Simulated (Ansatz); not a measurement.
**C4H2F2Ti: one species, many methods**

An exercise on one series of results from a longer session: the logs are not shown, and one member is left open.

Method: functionals in def2-TZVPP, the program's frozen cores in correlated methods; program: Ansatz 0.2.0, Gaussian basis.

The runs, in order: LDA (SPW92), PBE-D4, revPBE-D4, BLYP-D4, r2SCAN-D4, B97M-V, PBE0-D4, B3LYP-D4, r2SCANh-D4, r2SCAN0-D4, HSE06-D4, BHLYP-D4, CAM-B3LYP-D4, LC-ωPBE, ωB97X-V, ωB97M-V, B2PLYP, PBE-QIDH; CCSD(T)/def2-SVP; CCSD(T)/def2-TZVPP; MP2/def2-QZVPP; extrapolation to the limit; RPA on PBE.

## The geometry

All runs share one geometry, relaxed beforehand with PBE0-D4 in a triple-zeta def2 set.

SMILES `C#[C][Ti]([F])([F])[C]#C`, 9 atoms, charge 0, spin multiplicity 1.

Atoms are counted from 1 here; the program's logs count them from 0.

Bond lengths: C1–C2 1.215 Å, C1–H8 1.067 Å, C2–Ti3 2.007 Å, Ti3–F4 1.738 Å, Ti3–F5 1.738 Å, Ti3–C6 2.007 Å, C6–C7 1.215 Å, C7–H9 1.067 Å. Angles: C2–C1–H8 179.8°, C1–C2–Ti3 179.9°, C2–Ti3–F4 109.6°, C2–Ti3–F5 109.6°, C2–Ti3–C6 106.6°, F4–Ti3–F5 111.6°, F4–Ti3–C6 109.6°, F5–Ti3–C6 109.6°, Ti3–C6–C7 179.9°, C6–C7–H9 179.8°.

Set-up of the first run:

Input file in.yaml:

```yaml
crystal:
  periodic: [false, false, false]
  atoms:
    - {symbol: C, position_ang: [0.784480, -2.583850, 0.437667]}
    - {symbol: C, position_ang: [0.599696, -1.507788, -0.094627]}
    - {symbol: Ti, position_ang: [0.293679, 0.271656, -0.972112]}
    - {symbol: F, position_ang: [-0.704693, 0.064705, -2.379391]}
    - {symbol: F, position_ang: [1.821916, 0.994781, -1.374094]}
    - {symbol: C, position_ang: [-0.662334, 1.417697, 0.370525]}
    - {symbol: C, position_ang: [-1.240613, 2.109807, 1.184139]}
    - {symbol: H, position_ang: [0.944980, -3.528071, 0.908861]}
    - {symbol: H, position_ang: [-1.748710, 2.714862, 1.901834]}
basis:
  gaussian: {orbitals: def2-TZVPP}
hamiltonian: {xc: lda}
output: {orbitals: {seedname: orbitals}}
```

Started as:

```
ansatz run in.yaml --threads 4 --pin off --events-out ev --progress --plain --max-ram 11315MiB
```

Among the steps run: LDA; PBE-D4 (GGA); revPBE-D4 (GGA); BLYP-D4 (GGA); r2SCAN-D4 (meta-GGA); B97M-V (meta-GGA); B3LYP-D4 (hybrid); r2SCANh-D4 (hybrid); r2SCAN0-D4 (hybrid); HSE06-D4 (hybrid); BHLYP-D4 (hybrid); CAM-B3LYP-D4 (range-separated); LC-ωPBE (range-separated); ωB97X-V (range-separated); ωB97M-V (range-separated); B2PLYP (double hybrid); PBE-QIDH (double hybrid).

One table of the session follows, with a row left open; its other results are not shown here.

It belongs to the step «Orbital energies across the functionals». 

```
  functional  HOMO (eV)  LUMO (eV)  gap (eV)
 LDA (SPW92)      -7.59      -4.57      3.01
      PBE-D4      -7.36      -4.30      3.06
   revPBE-D4      -7.27      -4.20      3.07
     BLYP-D4      -7.18      -4.18      3.00
   r2SCAN-D4      -7.59      -4.25      3.35
      B97M-V      -7.54      -4.20      3.35
     PBE0-D4      -8.53      -3.51      5.02
    B3LYP-D4      -8.28      -3.73      4.55
  r2SCANh-D4      -8.03      -3.94      4.09
  r2SCAN0-D4      -8.70      -3.46      5.23
    HSE06-D4      -8.13      -3.88      4.25
    BHLYP-D4      -9.54      -2.51      7.03
CAM-B3LYP-D4      -9.83      -2.48      7.35
     LC-ωPBE          ?          ?         ?
     ωB97X-V     -10.81      -1.40      9.42
     ωB97M-V     -10.70      -1.42      9.28
```

**Question.** Estimate the row for LC-ωPBE.

As computed: HOMO (eV): -11.24; LUMO (eV): -1.40; gap (eV): 9.84. In the column «HOMO (eV)» it is the lowest.
